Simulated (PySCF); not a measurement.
# C₈H₇FO: excited states, first hyperpolarisability

What do calculations give for the excited states, first hyperpolarisability of C₈H₇FO (`CC(=O)c1cccc(F)c1`)?

Programs: PySCF 2.14.0, with routines of our own; each step states its level. All values are computed. Atoms count from 0.

## Step 1: The starting structure

17 atoms, charge 0, multiplicity 1; geometry from: GFN2-xTB.

## Step 2: Geometry optimisation at PBE0-D3(BJ)/def2-SVP

What the job is given:

```
{"job": {"xc": "PBE0", "basis": "def2-SVP", "d3": "d3bj", "grid": 2, "kind": "geom"}, "charge": 0, "multiplicity": 1}
C     -2.627329    -0.456485     0.432933
C     -1.704670     0.620472    -0.077637
O     -2.120481     1.691449    -0.455801
C     -0.246611     0.309881    -0.098023
C      0.621860     1.296327    -0.567131
C      1.985686     1.079569    -0.614452
C      2.512917    -0.129718    -0.193079
C      1.643161    -1.101565     0.270114
F      2.145444    -2.283698     0.683340
C      0.276765    -0.909134     0.327136
H     -3.652918    -0.098432     0.391561
H     -2.533834    -1.350751    -0.179483
H     -2.375681    -0.707436     1.461121
H      0.196567     2.233917    -0.891518
H      2.644506     1.852113    -0.979753
H      3.572786    -0.327568    -0.218033
H     -0.345165    -1.706913     0.698794
```

Command:

```bash
OMP_NUM_THREADS=1 python excited_run.py task.json out
```

One launch serves the whole session: the jobs run in the order shown.

What it wrote:

```text
step   0  E = -483.25281074  max force = 0.016999
step   1  E = -483.25429503  max force = 0.003251
step   2  E = -483.25432599  max force = 0.000879
step   3  E = -483.25432455  max force = 0.000790
step   4  E = -483.25433149  max force = 0.000220
optimisation converged
```

Wall time 80 s (1 thread of Arm Neoverse V1, shared host); peak memory 0.81 GiB.

The steps of the relaxation:

```
step  energy from step 0 (eV)  largest force component (eV/Å)
   0                   0.0000                          0.8741
   1                  -0.0404                          0.1672
   2                  -0.0412                          0.0452
   3                  -0.0412                          0.0406
   4                  -0.0414                          0.0113
```

Close pairs (by a distance rule), those that changed most:

```
  bond  before (Å)  after (Å)  change (Å)
 C7–F8       1.349      1.332      -0.018
C5–H14       1.079      1.092      +0.013
C0–H11       1.088      1.101      +0.013
C6–H15       1.078      1.092      +0.013
C0–H12       1.088      1.101      +0.013
C9–H16       1.078      1.091      +0.013
C4–H13       1.079      1.091      +0.012
 C5–C6       1.385      1.395      +0.010
```

The next job starts from the end point, and lists it.

```
                         at the end point                value
  point group (found at 0.08 Å tolerance)                   Cs
rotational constants (GHz, main isotopes)  2.540, 0.937, 0.687
                        dipole moment (D)                 1.53
```

## Step 3: Excited states: TDA CAM-B3LYP/aug-cc-pVDZ

What the job is given:

```
{"job": {"kind": "states", "xc": "CAM-B3LYP", "basis": "aug-cc-pVDZ", "tda": true, "soc": true, "nstates": 6, "ntriplets": 5, "nquad": 4}, "charge": 0, "multiplicity": 1}
C     -2.449347    -0.440050     0.523827
C     -1.512709     0.622237     0.007131
O     -1.928902     1.685521    -0.394950
C     -0.040462     0.333432    -0.000613
C      0.822218     1.325605    -0.482287
C      2.195066     1.106882    -0.510675
C      2.726166    -0.101671    -0.059783
C      1.859307    -1.077817     0.416194
F      2.356237    -2.234461     0.850683
C      0.485704    -0.881242     0.453025
H     -3.476978    -0.062434     0.467716
H     -2.363873    -1.360890    -0.073759
H     -2.210365    -0.702662     1.565889
H      0.381563     2.261983    -0.828728
H      2.866303     1.882155    -0.886876
H      3.799334    -0.300750    -0.070352
H     -0.145112    -1.684046     0.836577
```

Method: TDA CAM-B3LYP/aug-cc-pVDZ excited states, vertical, gas phase, spin-orbit mean-field couplings.

What it wrote:

```text
coarse grid: 15200 points
cycle   1  E = -483.7643208236  dE =  2.080e+00  |g| = 9.119e-01  |ddm| = 3.607e+01
cycle   2  E = -483.4963753232  dE =  2.679e-01  |g| = 1.535e+00  |ddm| = 8.078e+00
cycle   3  E = -483.9364883011  dE = -4.401e-01  |g| = 1.327e-01  |ddm| = 4.794e+00
cycle   4  E = -483.9394403371  dE = -2.952e-03  |g| = 7.084e-02  |ddm| = 9.604e-01
cycle   5  E = -483.9404284970  dE = -9.882e-04  |g| = 1.652e-02  |ddm| = 4.140e-01
cycle   6  E = -483.9404879811  dE = -5.948e-05  |g| = 5.540e-03  |ddm| = 1.171e-01
cycle   7  E = -483.9404962003  dE = -8.219e-06  |g| = 1.501e-03  |ddm| = 3.253e-02
final grid: 150080 points
cycle   8  E = -483.9628208431  dE = -2.582e-05  |g| = 4.244e-03  |ddm| = 7.551e-01
cycle   9  E = -483.9628195495  dE =  1.294e-06  |g| = 5.287e-03  |ddm| = 7.724e-02
cycle  10  E = -483.9628251543  dE = -5.605e-06  |g| = 8.149e-04  |ddm| = 2.833e-02
cycle  11  E = -483.9628252733  dE = -1.190e-07  |g| = 2.398e-04  |ddm| = 4.210e-03
cycle  12  E = -483.9628252835  dE = -1.022e-08  |g| = 1.171e-04  |ddm| = 1.473e-03
cycle  13  E = -483.9628252864  dE = -2.924e-09  |g| = 2.192e-05  |ddm| = 6.657e-04
cycle  14  E = -483.9628252866  dE = -1.653e-10  |g| = 8.015e-06  |ddm| = 2.407e-04
converged SCF energy = -483.9628252866

Singlet excitations
state   eV       nm        f     d(h-e)  d(exc)  Lambda  PR(NTO)  |dmu|/D   mu/D   main configurations
  1   3.9814   311.4   0.00012   1.032   2.623   0.448   1.006    2.784    1.641   H-1->L 0.88, H-1->L+10 0.08
  2   4.9638   249.8   0.04976   0.757   3.027   0.686   1.471    2.197    3.556   H->L 0.69, H-2->L+2 0.14, H-2->L 0.09
  3   5.6589   219.1   0.21880   0.925   3.092   0.726   1.420    2.735    4.089   H-2->L 0.62, H->L+2 0.18, H->L 0.16
  4   6.5984   187.9   0.00008   0.282   4.432   0.185   1.021    1.914    0.709   H->L+1 0.80
  5   6.6427   186.6   0.00010   2.769   3.873   0.202   1.018                     H-1->L+2 0.91
  6   6.7812   182.8   0.17231   0.706   3.701   0.389   2.504                     H-1->L+1 0.38, H->L+2 0.20, H-2->L 0.08

Triplet excitations (Tamm-Dancoff)
state   eV     d(h-e)  d(exc)  Lambda  PR(NTO)   main configurations
  1   3.4576   0.954   2.530   0.445   1.007   H-1->L 0.84, H-1->L+10 0.11
  2   3.6495   0.402   2.761   0.696   1.245   H->L 0.54, H-2->L 0.28, H->L+2 0.08
  3   4.1127   0.550   2.823   0.699   1.015   H-2->L 0.43, H->L 0.39
  4   4.5616   0.146   2.710   0.732   1.511   H->L+2 0.70, H-2->L 0.20
  5   5.3504   0.138   2.700   0.655   1.114   H-2->L+2 0.79, H->L+2 0.10
S1 - T1 = 0.5238 eV

Spin-orbit couplings |<S|Hso|T>| (cm-1)
             T1       T2       T3       T4       T5
S0       48.101    0.138    0.158    0.047    0.063
S1        0.181   15.694    0.874    7.400    8.704
S2        5.168    0.058    0.034    0.012    0.002
S3       14.215    0.038    0.046    0.024    0.027
S4        0.042    0.841    0.400    1.381    0.539
S5        0.165    0.484    1.352    7.206   10.593
S6        3.063    0.026    0.032    0.068    0.070
T1 sublevels (cm-1): 0.000 0.000 0.235   radiative rates (1/s): 0.000131 0.0551 798
```

Wall time 97 s (1 thread of Arm Neoverse V1, shared host); peak memory 1.3 GiB.

Key values:

```
  quantity    value
S1 less T1  0.52 eV
```

## Step 4: Excited states: TDDFT CAM-B3LYP/aug-cc-pVDZ

The job, as its differences from that of step 3:

```diff
@@ -1,2 +1,2 @@
-{"job": {"kind": "states", "xc": "CAM-B3LYP", "basis": "aug-cc-pVDZ", "tda": true, "soc": true, "nstates": 6, "ntriplets": 5, "nquad": 4}, "charge": 0, "multiplicity": 1}
+{"job": {"kind": "states", "xc": "CAM-B3LYP", "basis": "aug-cc-pVDZ", "tpa": true, "nstates": 8, "nquad": 6, "ntriplets": 0}, "charge": 0, "multiplicity": 1}
 C     -2.449347    -0.440050     0.523827
```

Method: TDDFT CAM-B3LYP/aug-cc-pVDZ excited states, vertical, gas phase, two-photon moments by quadratic response.

What it wrote:

```text
coarse grid: 15200 points
cycle   1  E = -483.7643208236  dE =  2.080e+00  |g| = 9.119e-01  |ddm| = 3.607e+01
cycle   2  E = -483.4963753232  dE =  2.679e-01  |g| = 1.535e+00  |ddm| = 8.078e+00
cycle   3  E = -483.9364883011  dE = -4.401e-01  |g| = 1.327e-01  |ddm| = 4.794e+00
cycle   4  E = -483.9394403371  dE = -2.952e-03  |g| = 7.084e-02  |ddm| = 9.604e-01
cycle   5  E = -483.9404284970  dE = -9.882e-04  |g| = 1.652e-02  |ddm| = 4.140e-01
cycle   6  E = -483.9404879811  dE = -5.948e-05  |g| = 5.540e-03  |ddm| = 1.171e-01
cycle   7  E = -483.9404962003  dE = -8.219e-06  |g| = 1.501e-03  |ddm| = 3.253e-02
final grid: 150080 points
cycle   8  E = -483.9628208431  dE = -2.582e-05  |g| = 4.244e-03  |ddm| = 7.551e-01
cycle   9  E = -483.9628195495  dE =  1.294e-06  |g| = 5.287e-03  |ddm| = 7.724e-02
cycle  10  E = -483.9628251543  dE = -5.605e-06  |g| = 8.149e-04  |ddm| = 2.833e-02
cycle  11  E = -483.9628252733  dE = -1.190e-07  |g| = 2.398e-04  |ddm| = 4.210e-03
cycle  12  E = -483.9628252835  dE = -1.022e-08  |g| = 1.171e-04  |ddm| = 1.473e-03
cycle  13  E = -483.9628252864  dE = -2.924e-09  |g| = 2.192e-05  |ddm| = 6.657e-04
cycle  14  E = -483.9628252866  dE = -1.653e-10  |g| = 8.015e-06  |ddm| = 2.407e-04
converged SCF energy = -483.9628252866

Singlet excitations
state   eV       nm        f     d(h-e)  d(exc)  Lambda  PR(NTO)  |dmu|/D   mu/D   delta(TPA)   sigma/GM   main configurations
  1   3.9537   313.6   0.00011   1.037   2.631   0.448   1.008    2.794    1.646        0.04      0.000   H-1->L 0.88, H-1->L+10 0.08
  2   4.8493   255.7   0.05250   0.748   3.011   0.682   1.450    2.420    3.766       32.03      0.276   H->L 0.78, H-2->L+2 0.09
  3   5.4581   227.2   0.17387   0.831   3.041   0.727   1.478    2.511    3.870      139.70      1.525   H-2->L 0.70, H->L+2 0.16, H->L 0.11
  4   6.5049   190.6   0.32862   0.650   3.106   0.677   1.922    1.889    3.314       27.92      0.433   H->L+2 0.59, H-2->L 0.20
  5   6.5964   188.0   0.00007   0.287   4.431   0.186   1.021    1.928    0.689       26.89      0.429   H->L+1 0.80
  6   6.6389   186.8   0.00008   2.765   3.872   0.202   1.019    7.919    6.871        0.02      0.000   H-1->L+2 0.91
  7   6.7182   184.5   0.39294   0.201   2.934   0.630   1.485                                            H-2->L+2 0.70, H->L+2 0.13
  8   6.8350   181.4   0.01732   1.007   4.055   0.169   1.064                                            H-1->L+1 0.68
```

Wall time 2 min (1 thread of Arm Neoverse V1, shared host); peak memory 1.2 GiB.

## Step 5: First hyperpolarisability: quadratic response CAM-B3LYP/aug-cc-pVDZ

The job, as its differences from that of step 4:

```diff
@@ -1,2 +1,2 @@
-{"job": {"kind": "states", "xc": "CAM-B3LYP", "basis": "aug-cc-pVDZ", "tpa": true, "nstates": 8, "nquad": 6, "ntriplets": 0}, "charge": 0, "multiplicity": 1}
+{"job": {"kind": "beta", "xc": "CAM-B3LYP", "basis": "aug-cc-pVDZ"}, "charge": 0, "multiplicity": 1}
 C     -2.449347    -0.440050     0.523827
```

Method: quadratic response CAM-B3LYP/aug-cc-pVDZ first hyperpolarisability, Taylor convention, gas phase.

What it wrote:

```text
coarse grid: 15200 points
cycle   1  E = -483.7643208236  dE =  2.080e+00  |g| = 9.119e-01  |ddm| = 3.607e+01
cycle   2  E = -483.4963753232  dE =  2.679e-01  |g| = 1.535e+00  |ddm| = 8.078e+00
cycle   3  E = -483.9364883011  dE = -4.401e-01  |g| = 1.327e-01  |ddm| = 4.794e+00
cycle   4  E = -483.9394403371  dE = -2.952e-03  |g| = 7.084e-02  |ddm| = 9.604e-01
cycle   5  E = -483.9404284970  dE = -9.882e-04  |g| = 1.652e-02  |ddm| = 4.140e-01
cycle   6  E = -483.9404879811  dE = -5.948e-05  |g| = 5.540e-03  |ddm| = 1.171e-01
cycle   7  E = -483.9404962003  dE = -8.219e-06  |g| = 1.501e-03  |ddm| = 3.253e-02
final grid: 150080 points
cycle   8  E = -483.9628208431  dE = -2.582e-05  |g| = 4.244e-03  |ddm| = 7.551e-01
cycle   9  E = -483.9628195495  dE =  1.294e-06  |g| = 5.287e-03  |ddm| = 7.724e-02
cycle  10  E = -483.9628251543  dE = -5.605e-06  |g| = 8.149e-04  |ddm| = 2.833e-02
cycle  11  E = -483.9628252733  dE = -1.190e-07  |g| = 2.398e-04  |ddm| = 4.210e-03
cycle  12  E = -483.9628252835  dE = -1.022e-08  |g| = 1.171e-04  |ddm| = 1.473e-03
cycle  13  E = -483.9628252864  dE = -2.924e-09  |g| = 2.192e-05  |ddm| = 6.657e-04
cycle  14  E = -483.9628252866  dE = -1.653e-10  |g| = 8.015e-06  |ddm| = 2.407e-04
converged SCF energy = -483.9628252866

Lowest singlets (eV, f): 3.9537 0.0001  4.8493 0.0525  5.4581 0.1739

First hyperpolarisability (au)
process     nm      |vector|   parallel      HRS      DR
static         -      300.87      156.2     122.99   5.226
shg       1907.0      327.02     168.33     133.56   5.301
eope      1907.0      309.21     160.08          -       -
shg       1064.0      399.53     201.39     162.78   5.498
eope      1064.0      329.01     169.25          -       -
```

It took 94 s on 1 thread of Arm Neoverse V1, shared host; peak memory 1.2 GiB.

## Step 6: Summary of results

| quantity | value |
| --- | --- |
| point group | Cs |
| rotational constants (main isotopes) | 2.54, 0.94, 0.69 GHz |
| S1 less T1 (step 3, TDA CAM-B3LYP/aug-cc-pVDZ) | 0.52 eV |
| β vector (step 5, quadratic response CAM-B3LYP/aug-cc-pVDZ) | static 301, SHG 1907.0 nm 327, SHG 1064.0 nm 400 au |

What this shows: Relaxing lowered the energy by 0.041 eV in 4 steps; the close pair that moved most is C7–F8, from 1.349 to 1.332 Å. No frequency check was run at this level, so the end point may be a saddle. In step 3, the number of triplets below S1 is 2, and the largest singlet-triplet spin-orbit coupling is S0–T1, 48.10 cm⁻¹. β grows from 301 au (static) to 400 au for doubling at 1064.0 nm: normal dispersion, which grows as twice the photon energy moves toward the bright states.
